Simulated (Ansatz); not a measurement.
# C2H5FSeSi: up Jacob's ladder to CCSD(T)

One table from this session's results is given with a row withheld; the runs are named, their logs left out.

Program: Ansatz 0.2.0, Gaussian basis. Level of theory: functionals in def2-TZVPP, the program's frozen cores in correlated methods. These are calculated values, not measurements.

The runs, in order: PBE-D4, r2SCAN-D4, PBE0-D4, B3LYP-D4, ωB97X-V, ωB97M-V, B2PLYP; CCSD(T)/def2-TZVPP; MP2/def2-QZVPP; extrapolation to the limit.

**Structure used throughout**

An earlier PBE0-D4 in a triple-zeta def2 set relaxation fixed the geometry.

SMILES `F[SiH]1CC[Se]1`, 10 atoms, charge 0, spin multiplicity 1.

Atoms are counted from 1 here; the program's logs count them from 0.

Bond lengths: F1–Si2 1.599 Å, Si2–C3 1.868 Å, Si2–Se5 2.253 Å, Si2–H6 1.482 Å, C3–C4 1.542 Å, C3–H7 1.092 Å, C3–H8 1.092 Å, C4–Se5 2.001 Å, C4–H9 1.088 Å, C4–H10 1.088 Å. Angles: F1–Si2–C3 114.1°, F1–Si2–Se5 115.9°, F1–Si2–H6 104.6°, C3–Si2–Se5 85.2°, C3–Si2–H6 119.6°, Se5–Si2–H6 117.4°, Si2–C3–C4 97.1°, Si2–C3–H7 112.9°, Si2–C3–H8 114.4°, C4–C3–H7 112.2°, C4–C3–H8 112.5°, H7–C3–H8 107.7°, C3–C4–Se5 103.8°, C3–C4–H9 113.5°, C3–C4–H10 113.2°, Se5–C4–H9 108.5°, Se5–C4–H10 108.1°, H9–C4–H10 109.4° and more.

The first run:

File in.yaml:

```yaml
crystal:
  periodic: [false, false, false]
  atoms:
    - {symbol: F, position_ang: [-2.135194, -0.779092, -1.212289]}
    - {symbol: Si, position_ang: [-1.315693, 0.184037, -0.233539]}
    - {symbol: C, position_ang: [0.196244, -0.607422, 0.525230]}
    - {symbol: C, position_ang: [1.243367, 0.313983, -0.132913]}
    - {symbol: Se, position_ang: [0.146454, 1.580384, -1.226776]}
    - {symbol: H, position_ang: [-2.345305, 0.787074, 0.646059]}
    - {symbol: H, position_ang: [0.322234, -1.651154, 0.230001]}
    - {symbol: H, position_ang: [0.229514, -0.564550, 1.615723]}
    - {symbol: H, position_ang: [1.927827, -0.211187, -0.795581]}
    - {symbol: H, position_ang: [1.813552, 0.896829, 0.586985]}
basis:
  gaussian: {orbitals: def2-TZVPP}
hamiltonian: {xc: pbe, dispersion: d4}
output: {forces: true, orbitals: {seedname: orbitals}}
```

Started as:

```console
ansatz run in.yaml --threads 4 --pin off --events-out ev --progress --plain --max-ram 10444MiB
```

Among the steps run: PBE-D4 (GGA); r2SCAN-D4 (meta-GGA); PBE0-D4 (hybrid); B3LYP-D4 (hybrid); ωB97X-V (range-separated); ωB97M-V (range-separated); B2PLYP (double hybrid); CCSD(T) in def2-TZVPP; MP2 in def2-QZVPP.

One of the session's tables, all rows but one given; the rest of the session is left out.

| method | atomisation energy (kcal/mol) |
| --- | --- |
| PBE-D4 | ? |
| r2SCAN-D4 | 908.9 |
| PBE0-D4 | 908.0 |
| B3LYP-D4 | 900.8 |
| ωB97X-V | 909.0 |
| ωB97M-V | 906.0 |
| B2PLYP | 893.5 |
| HF/def2-TZVPP | 664.3 |
| MP2/def2-TZVPP | 901.5 |
| CCSD/def2-TZVPP | 868.6 |
| CCSD(T)/def2-TZVPP | 883.0 |
| MP2/CBS | 926.9 |
| CCSD(T)/CBS | 908.3 |

Estimate the missing values for PBE-D4.

**Answer.** atomisation energy (kcal/mol): 922.0. In the column «atomisation energy (kcal/mol)» it lies between ωB97X-V (909.0) and MP2/CBS (926.9).
